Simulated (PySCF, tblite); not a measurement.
# C₇H₈N₃P: geometry, infrared bands and NMR shifts

What infrared bands and NMR shifts should C₇H₈N₃P (`CN(C)c1cncpc1C#N`) show?

The runs use tblite 0.8.0 and PySCF 2.14.0, with density-fitted response routines of our own; the level of theory stands in each step. All values are computed, except where a source is named. Atoms are numbered from 0 throughout.

### 1 The molecule as given

19 atoms, charge 0, multiplicity 1; geometry from: force field or distance geometry start.

Bonds of the start (Å): C0–N1 1.46, N1–C2 1.44, N1–C3 1.40, C3–C4 1.42, C4–N5 1.36, N5–C6 1.35, C6–P7 1.81, P7–C8 1.86, C8–C9 1.44, C9–N10 1.16, C8–C3 1.39, C0–H11 1.09, C0–H12 1.08, C0–H13 1.10, C2–H14 1.09, C2–H15 1.10, C2–H16 1.10, C4–H17 1.10, C6–H18 1.09.

### 2 Relaxing the molecule with GFN2-xTB

What the job is given:

```
{"job": {"kind": "relax", "xc": "GFN2-xTB", "basis": "xTB"}, "charge": 0, "multiplicity": 1}
C     -1.631400    -1.342900     0.679600
N     -1.023900    -0.227600    -0.047100
C     -1.861400     0.533300    -0.936700
C      0.364000    -0.019000     0.011100
C      1.223600    -1.144700     0.115100
N      2.579400    -1.226300     0.222300
C      3.367100    -0.129100     0.227800
P      2.787800     1.564300    -0.068900
C      0.961400     1.240400     0.017800
C      0.202700     2.462700     0.095100
N     -0.403700     3.452100     0.136800
H     -1.180800    -1.493300     1.663900
H     -1.571800    -2.265000     0.111400
H     -2.698400    -1.139200     0.854100
H     -1.316800     0.937900    -1.795900
H     -2.668600    -0.096800    -1.335500
H     -2.349600     1.365100    -0.401900
H      0.782300    -2.146500     0.082500
H      4.428400    -0.316200     0.361100
```

Launch:

```sh
$ OMP_NUM_THREADS=1 python probes_run.py task.json out
```

The driver reads the jobs from task.json and runs them one after another.

**Question.** This job is followed by: GFN2-xTB harmonic vibrations, gas phase; GIAO PBE0/pcSseg-1 NMR shielding, non-relativistic, gas phase. Predict these results of the whole session: strongest single infrared mode (GFN2-xTB); zero-point energy (GFN2-xTB); 13C shifts against TMS (PBE0/pcSseg-1, means over atoms taken as alike); 1H shifts against TMS (PBE0/pcSseg-1, means over atoms taken as alike); 15N shifts against NH3 (PBE0/pcSseg-1); 31P shifts against H3PO4 (PBE0/pcSseg-1); surface potential, 1st and 99th percentile.

**Answer**, as computed:

```
                                                               quantity                                        value
                              strongest single infrared mode (GFN2-xTB)                        1515 cm⁻¹, 391 km/mol
                                           zero-point energy (GFN2-xTB)                                87.6 kcal/mol
13C shifts against TMS (PBE0/pcSseg-1, means over atoms taken as alike)  175.5, 149.5, 140.8, 130.2, 125.6, 42.6 ppm
 1H shifts against TMS (PBE0/pcSseg-1, means over atoms taken as alike)                         9.85, 8.46, 3.36 ppm
                                 15N shifts against NH3 (PBE0/pcSseg-1)                       380.3, 339.6, 82.2 ppm
                               31P shifts against H3PO4 (PBE0/pcSseg-1)                                    248.5 ppm
                                  surface potential, 1st and 99th percentile                           -1.70 V and 1.31 V
```

What this shows: The optimisation took 86 steps and gained 0.591 eV; among the close pairs (by a distance rule), P7–C8 changed most, from 1.857 to 1.758 Å. No mode is imaginary among the 51: a minimum at this level. The strongest single mode, at 1515 cm⁻¹, is carried by C3, C4, N1, N5. Unscaled tight-binding wavenumbers are off by several per cent, some by more. Its intensities can rank the bands wrongly. At PBE0/pcSseg-1: Shielding is most anisotropic at N5 (span 791 ppm, paramagnetic term -442 ppm). NICS(1)zz of -20 ppm above the planar ring from C3 marks a diatropic (aromatic) ring current. At PBE0/pcSseg-1, counted by nearest atom on the grid, the HOMO lies on N1 33 %; C4, C6 about 13 % each, the LUMO on P7 34 %; C4, C8 about 15 % each.
